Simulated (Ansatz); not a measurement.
# TiTe: the cost of one run

Program: Ansatz 0.2.0. Level of theory: DFT LDA+U (U_eff = 8 eV on Ti d, around-mean-field double counting), plane waves, PAW. These are calculated values, not measurements.

6 further runs of the same task are left out: 6 that didn't finish. Runs told in other sessions of the task aren't counted.

## 1. The structure to begin with

It takes space group P4/nmm (No. 129, tetragonal). The conventional cell has a = 4.517 Å, b = 4.517 Å, c = 6.614 Å, α = 90.00°, β = 90.00°, γ = 90.00°. Ti (site symmetry -4m2) has 4 Te at 2.87 Å and 4 Ti at 3.19 Å in its first shell of neighbours. Te (site symmetry 4mm) is surrounded by 4 Ti at 2.87 Å.

Coordinates:

```
CELL_PARAMETERS angstrom
4.51725 0.00000 0.00000
0.00000 4.51725 0.00000
0.00000 0.00000 6.61412
ATOMIC_POSITIONS crystal
Ti 0.00000 0.00000 0.00000
Ti 0.50000 0.50000 0.00000
Te 0.50000 0.00000 0.26700
Te 0.00000 0.50000 0.73300
```

An earlier series on this cell reached its lowest free state from «antiferromagnetic site moments held at first, then free», perhaps among other starts.

## 2. No spin polarisation

input.yaml

```yaml
crystal:
  lattice:
    - [4.51725416, 0.0, 0.0]
    - [0.0, 4.51725416, 0.0]
    - [0.0, 0.0, 6.6141228]
  atoms:
    - { symbol: Ti, position: [0.0, 0.0, 0.0] }
    - { symbol: Ti, position: [0.5, 0.5, 0.0] }
    - { symbol: Te, position: [0.5, 0.0, 0.267] }
    - { symbol: Te, position: [0.0, 0.5, 0.733] }
basis:
  ecutwfc: 420
  ecutrho_ratio: 4
kpoints:
  mp_grid: { grid: [4, 4, 3] }
hamiltonian:
  xc: lda
  hubbard:
    sites: [{ site: 0, l: d, u_eff: 8.0 }, { site: 1, l: d, u_eff: 8.0 }]
    double_counting: amf
scf:
  occupations: { method: gaussian, width: 0.05 }
  lower_state_search: "off"
  max_iter: 150
output:
  forces: true
  stress: true
  eigenvalues: true
  populations: true
  hubbard: { sites: [{ site: 0, l: d }, { site: 1, l: d }] }
```

Run with:

```console
ansatz run input.yaml --threads 2 --pin off --max-ram 3072MiB --backend cpu --events-out ev --progress --plain --runs-dir out
```

**Question.** How long does this run take on 2 threads of Arm Neoverse N1, shared host, and how much memory does it need?

About 6.9 s, with a peak of 0.43 GiB.
